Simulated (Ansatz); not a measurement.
# SnNH3S2 (SMILES [NH2][SnH]1[S][S]1) at PBE0/def2-SVP (core potential)

Aim: the electronic atomisation energy of SnNH3S2 at PBE0/def2-SVP (core potential), from 5 runs. 

The calculation is run with Ansatz 0.2.0.

38 further runs of the same task are left out: 38 set aside as unsound or not needed.

### Step 1. Starting point

The species is SnNH3S2 (7 atoms), meant as a singlet with charge 0. SMILES: `[NH2][SnH]1[S][S]1`. Geometry: relaxed at PBE0-D4/def2-TZVP. This is one conformer, not always the lowest.

Bond lengths: N1–Sn2 2.003 Å, Sn2–S3 2.358 Å, Sn2–S4 2.376 Å, S3–S4 2.178 Å, N1–H5 1.012 Å, N1–H6 1.012 Å, Sn2–H7 1.690 Å. Some angles: N1–Sn2–S3 115.2°, N1–Sn2–S4 120.4°, S3–Sn2–S4 54.8°, Sn2–S3–S4 63.0°, Sn2–S4–S3 62.2°, N1–Sn2–H7 112.0°, S3–Sn2–H7 122.2°, S4–Sn2–H7 121.1°, Sn2–N1–H5 114.3°, Sn2–N1–H6 112.7°.

### Step 2. The energy at PBE0/def2-SVP (core potential)

File input.yaml:

```yaml
crystal:
  periodic: [false, false, false]
  atoms:
    - {symbol: N, position_ang: [-0.858900, 1.180400, 0.033200]}
    - {symbol: Sn, position_ang: [0.658800, -0.125900, 0.009600]}
    - {symbol: S, position_ang: [0.436900, -1.947300, 1.490200]}
    - {symbol: S, position_ang: [0.292300, -2.381600, -0.639300]}
    - {symbol: H, position_ang: [-0.847300, 1.845800, -0.729000]}
    - {symbol: H, position_ang: [-1.763700, 0.727200, 0.057900]}
    - {symbol: H, position_ang: [2.143100, 0.633400, -0.268300]}
basis:
  gaussian:
    orbitals: def2-SVP
hamiltonian:
  xc: pbe0
accuracy: high
output: {orbitals: {seedname: orbitals}}
```

Started as:

```sh
$ ansatz run input.yaml --threads 1 --pin off --max-ram 2610MiB --events-out events.jsonl --progress --plain --runs-dir runs
```

The program printed:

```text
Warning: RAYON_NUM_THREADS=1 ignored (pool sized by the plan → 1); use --threads N
Functional definition: PBE0
  name "PBE0"
  parameter a = 0.25
  parameter kappa = 0.804
  parameter beta = 0.06672455060314922
  exchange = (1 - a)*pbe_x(kappa = kappa, mu = beta*pi^2/3) + a*exact_x
  correlation = pbe_c(beta = beta)
2063 factors; integrals over basis functions are off by at most 3.8e-9 eV
mean field evaluation 1: about -29018.1879 eV, gradient 5.2e1 eV
mean field evaluation 2: about -28998.9246 eV, gradient 9.6e1 eV
mean field evaluation 4: about -29023.7045 eV, gradient 7.4e0 eV
mean field evaluation 8: about -29024.0502 eV, gradient 1.0e0 eV
mean field evaluation 16: about -29024.0536 eV, gradient 1.2e-4 eV
mean field -29024.05356049 eV, -1066.6142951380 hartree, gradient 1.2e-8 eV, S^2 0.000000; 0 other end points of the search recorded, 0 dependent functions left out
reference -29024.05356307 eV, -1066.6142952326 hartree; 32, 32 occupied and 59, 59 virtual orbitals, 2063 factors
Total energy: -29024.05356307 eV, -1066.6142952326 hartree
```

It took 12 s on 1 thread of Arm Neoverse V1, shared host; peak memory 0.35 GiB.

### Step 3. The H atom

File run.yaml:

```yaml
basis:
  gaussian: {orbitals: def2-SVP}
crystal:
  periodic: [false, false, false]
  atoms:
    - symbol: H
      position_ang: [0.000000, 0.000000, 0.000000]
magnetization: {spin_polarized: true, initial_magnetization: 1}
hamiltonian: {xc: {name: PBE0}}
accuracy: high
```

Run the same way, it converges to -0.50029 Eh (log not shown).

### Step 4. The N atom

File in.yaml:

```yaml
crystal:
  periodic: [false, false, false]
  atoms:
    - {symbol: N, position_ang: [0.000000, 0.000000, 0.000000]}
basis:
  gaussian:
    orbitals: def2-SVP
total_charge: 0
magnetization:
  spin_polarized: true
  initial_magnetization: 3
hamiltonian:
  xc: {name: PBE0}
accuracy: high
```

Run the same way, it converges to -54.47898 Eh (log not shown).

### Step 5. The S atom

File molecule.yaml:

```yaml
crystal:
  periodic: [false, false, false]
  atoms:
    - {symbol: S, position_ang: [0.000000, 0.000000, 0.000000]}
basis:
  gaussian:
    orbitals: def2-SVP
hamiltonian:
  xc: pbe0
accuracy: high
magnetization:
  spin_polarized: true
  initial_magnetization: 2
```

Run the same way, it converges to -397.83788 Eh (log not shown).

### Step 6. The Sn atom, same level

File in.yaml:

```yaml
crystal:
  periodic: [false, false, false]
  atoms:
    - symbol: Sn
      position_ang: [0.000000, 0.000000, 0.000000]
basis:
  gaussian:
    orbitals: def2-SVP
total_charge: 0
magnetization:
  spin_polarized: true
  initial_magnetization: 2
hamiltonian:
  xc: pbe0
accuracy: high
```

Run the same way, it converges to -214.25429 Eh (log not shown).

### Step 7. Results

Level: PBE0/def2-SVP (core potential).

| quantity | value |
| --- | --- |
| molecule: total energy | -1066.61430 Eh |
| molecule: HOMO energy | -5.87 eV |
| molecule: LUMO energy | -1.23 eV |
| molecule: HOMO–LUMO gap | 4.64 eV |
| H atom: total energy | -0.50029 Eh |
| H atom: ⟨S²⟩ | 0.750 |
| N atom: total energy | -54.47898 Eh |
| N atom: ⟨S²⟩ | 3.753 |
| S atom: total energy | -397.83788 Eh |
| S atom: ⟨S²⟩ | 2.003 |
| Sn atom: total energy | -214.25429 Eh |
| Sn atom: ⟨S²⟩ | 2.003 |
| electronic atomisation energy | 19.168 eV |

**Reading.** Taking the molecule apart into free atoms costs 19.17 eV (442 kcal/mol), before zero-point energy and without spin-orbit coupling.
